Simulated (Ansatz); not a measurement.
# CH₆FGaSi₂: up Jacob's ladder to CCSD(T)

The task here is to estimate one member of a computed series from the others.

Program: Ansatz 0.2.0, Gaussian basis. Level of theory: functionals in def2-TZVPP, the program's frozen cores in correlated methods. These are calculated values, not measurements.

The runs, in order: PBE-D4, r2SCAN-D4, PBE0-D4, B3LYP-D4, ωB97X-V, ωB97M-V, B2PLYP; CCSD(T)/def2-TZVPP; MP2/def2-QZVPP; extrapolation to the limit.

### Structure used throughout

The geometry comes from an earlier relaxation with PBE0-D4 in a triple-zeta def2 set; it is a stationary point, not always the lowest conformer.

11 atoms, charge 0, spin multiplicity 1.

Atoms are counted from 1 here; the program's logs count them from 0.

Bond lengths: F1–Si2 1.632 Å, Si2–C3 1.840 Å, Si2–H6 1.484 Å, Si2–H11 1.483 Å, C3–Si4 1.917 Å, C3–H7 1.095 Å, C3–H8 1.095 Å, Si4–Ga5 2.617 Å, Si4–H9 1.503 Å, Si4–H10 1.499 Å. Angles: F1–Si2–C3 106.8°, F1–Si2–H6 105.2°, F1–Si2–H11 106.0°, C3–Si2–H6 115.3°, C3–Si2–H11 112.7°, H6–Si2–H11 110.2°, Si2–C3–Si4 110.5°, Si2–C3–H7 110.1°, Si2–C3–H8 109.1°, Si4–C3–H7 110.7°, Si4–C3–H8 108.7°, H7–C3–H8 107.5°, C3–Si4–Ga5 108.2°, C3–Si4–H9 105.1°, C3–Si4–H10 106.9°, Ga5–Si4–H9 110.7°, Ga5–Si4–H10 120.0°, H9–Si4–H10 104.9°.

The first run:

in.yaml reads:

```yaml
crystal:
  periodic: [false, false, false]
  atoms:
    - {symbol: F, position_ang: [-0.025653, 2.029558, -0.453817]}
    - {symbol: Si, position_ang: [1.045310, 1.057406, 0.303017]}
    - {symbol: C, position_ang: [0.133023, -0.468304, 0.778432]}
    - {symbol: Si, position_ang: [-1.008556, -1.042153, -0.651100]}
    - {symbol: Ga, position_ang: [-2.244999, 1.059862, -1.601834]}
    - {symbol: H, position_ang: [1.569396, 1.862018, 1.434347]}
    - {symbol: H, position_ang: [0.838484, -1.259369, 1.052723]}
    - {symbol: H, position_ang: [-0.484686, -0.257555, 1.658043]}
    - {symbol: H, position_ang: [-0.083096, -1.625262, -1.681180]}
    - {symbol: H, position_ang: [-1.797974, -2.208004, -0.137337]}
    - {symbol: H, position_ang: [2.124050, 0.794906, -0.680695]}
basis:
  gaussian: {orbitals: def2-TZVPP}
hamiltonian: {xc: pbe, dispersion: d4}
output: {forces: true, orbitals: {seedname: orbitals}}
```

Launch:

```bash
> ansatz run in.yaml --threads 4 --pin off --events-out ev --progress --plain --max-ram 10444MiB
```

Steps of the session up to this table: PBE-D4 (GGA); r2SCAN-D4 (meta-GGA); PBE0-D4 (hybrid); B3LYP-D4 (hybrid); ωB97X-V (range-separated); ωB97M-V (range-separated); B2PLYP (double hybrid); CCSD(T) in def2-TZVPP; MP2 in def2-QZVPP.

One table of the session follows, with a row left open; its other results are not shown here.

```
            method  atomisation energy (eV)
            PBE-D4                   37.328
         r2SCAN-D4                   37.255
           PBE0-D4                   36.977
          B3LYP-D4                        ?
           ωB97X-V                   37.451
           ωB97M-V                   37.282
            B2PLYP                   36.670
     HF/def2-TZVPP                   27.979
    MP2/def2-TZVPP                   36.635
   CCSD/def2-TZVPP                   35.923
CCSD(T)/def2-TZVPP                   36.378
           MP2/CBS                   37.608
       CCSD(T)/CBS                   37.351
```

**Question.** Estimate the row for B3LYP-D4.

As computed: atomisation energy (eV): 37.166. In the column «atomisation energy (eV)» it lies between PBE0-D4 (36.977) and r2SCAN-D4 (37.255).
